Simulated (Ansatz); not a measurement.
**CH6BNSZn: one species, many methods**

One table from this session's results is given with a row withheld; the runs are named, their logs left out.

Method: functionals in def2-TZVPP, the program's frozen cores in correlated methods; program: Ansatz 0.2.0, Gaussian basis.

Plan: LDA (SPW92), PBE-D4, revPBE-D4, BLYP-D4, r2SCAN-D4, B97M-V, PBE0-D4, B3LYP-D4, r2SCANh-D4, r2SCAN0-D4, HSE06-D4, BHLYP-D4, CAM-B3LYP-D4, LC-ωPBE, ωB97X-V, ωB97M-V, B2PLYP, PBE-QIDH; CCSD(T)/def2-SVP; CCSD(T)/def2-TZVPP; MP2/def2-QZVPP; extrapolation to the limit; RPA on PBE.

## The geometry

The geometry comes from an earlier relaxation with PBE0-D4 in a triple-zeta def2 set; it is a stationary point, not always the lowest conformer.

SMILES `B[S][Zn][CH2]N`, 11 atoms, charge 0, spin multiplicity 1.

Atoms are counted from 1 here; the program's logs count them from 0.

Bond lengths: B1–S2 1.773 Å, B1–H6 1.195 Å, B1–H7 1.207 Å, S2–Zn3 2.205 Å, Zn3–C4 1.976 Å, C4–N5 1.462 Å, C4–H8 1.093 Å, C4–H9 1.093 Å, N5–H10 1.011 Å, N5–H11 1.011 Å. Angles: S2–B1–H6 119.5°, S2–B1–H7 121.9°, H6–B1–H7 118.6°, B1–S2–Zn3 88.1°, S2–Zn3–C4 173.6°, Zn3–C4–N5 117.2°, Zn3–C4–H8 108.4°, Zn3–C4–H9 108.1°, N5–C4–H8 108.6°, N5–C4–H9 108.6°, H8–C4–H9 105.3°, C4–N5–H10 111.5°, C4–N5–H11 111.6°, H10–N5–H11 106.9°.

Coordinates:

```csv
atom,x (Å),y (Å),z (Å)
B1,0.9960,2.4508,0.6598
S2,2.4232,1.4213,0.4466
Zn3,1.0581,-0.2947,0.2149
C4,-0.3164,-1.6879,-0.0604
N5,-1.4808,-1.3284,-0.8675
H6,1.1383,3.6230,0.8411
H7,-0.1238,2.0025,0.6267
H8,0.1632,-2.5611,-0.5094
H9,-0.6627,-2.0210,0.9213
H10,-1.9811,-0.5455,-0.4680
H11,-1.2141,-1.0589,-1.8051
```

The first run:

Contents of in.yaml:

```yaml
crystal:
  periodic: [false, false, false]
  atoms:
    - {symbol: B, position_ang: [0.996035, 2.450844, 0.659827]}
    - {symbol: S, position_ang: [2.423194, 1.421258, 0.446628]}
    - {symbol: Zn, position_ang: [1.058108, -0.294662, 0.214938]}
    - {symbol: C, position_ang: [-0.316445, -1.687921, -0.060369]}
    - {symbol: N, position_ang: [-1.480767, -1.328447, -0.867536]}
    - {symbol: H, position_ang: [1.138332, 3.623003, 0.841108]}
    - {symbol: H, position_ang: [-0.123836, 2.002477, 0.626652]}
    - {symbol: H, position_ang: [0.163222, -2.561087, -0.509445]}
    - {symbol: H, position_ang: [-0.662698, -2.021027, 0.921257]}
    - {symbol: H, position_ang: [-1.981057, -0.545500, -0.467996]}
    - {symbol: H, position_ang: [-1.214078, -1.058928, -1.805074]}
basis:
  gaussian: {orbitals: def2-TZVPP}
hamiltonian: {xc: lda}
output: {orbitals: {seedname: orbitals}}
```

Launch:

```sh
> ansatz run in.yaml --threads 2 --pin off --events-out ev --progress --plain --max-ram 22528MiB --backend cuda --devices 0, --max-vram 18GiB
```

Steps of the session up to this table: LDA; PBE-D4 (GGA); revPBE-D4 (GGA); BLYP-D4 (GGA); r2SCAN-D4 (meta-GGA); B97M-V (meta-GGA); B3LYP-D4 (hybrid); r2SCANh-D4 (hybrid); r2SCAN0-D4 (hybrid); HSE06-D4 (hybrid); BHLYP-D4 (hybrid); CAM-B3LYP-D4 (range-separated); LC-ωPBE (range-separated); ωB97X-V (range-separated); ωB97M-V (range-separated); B2PLYP (double hybrid); PBE-QIDH (double hybrid).

One of the session's tables, all rows but one given; the rest of the session is left out.

It belongs to the step «Orbital energies across the functionals». 

| functional | HOMO (eV) | gap (eV) |
| --- | --- | --- |
| LDA (SPW92) | -5.21 | 2.84 |
| PBE-D4 | -5.03 | 2.92 |
| revPBE-D4 | -4.96 | 2.95 |
| BLYP-D4 | -4.92 | 2.99 |
| r2SCAN-D4 | -5.22 | 3.39 |
| B97M-V | -5.28 | 3.43 |
| PBE0-D4 | -6.15 | 4.95 |
| B3LYP-D4 | -5.98 | 4.60 |
| r2SCANh-D4 | -5.64 | 4.14 |
| r2SCAN0-D4 | -6.29 | 5.27 |
| HSE06-D4 | -5.76 | 4.18 |
| BHLYP-D4 | -7.23 | 7.04 |
| CAM-B3LYP-D4 | -7.47 | 7.36 |
| LC-ωPBE | -8.76 | 9.74 |
| ωB97X-V | ? | ? |
| ωB97M-V | -8.33 | 9.04 |

Q: Estimate the row for ωB97X-V from the others.

As computed: HOMO (eV): -8.41; gap (eV): 9.33. In the column «HOMO (eV)» it lies between LC-ωPBE (-8.76) and ωB97M-V (-8.33).
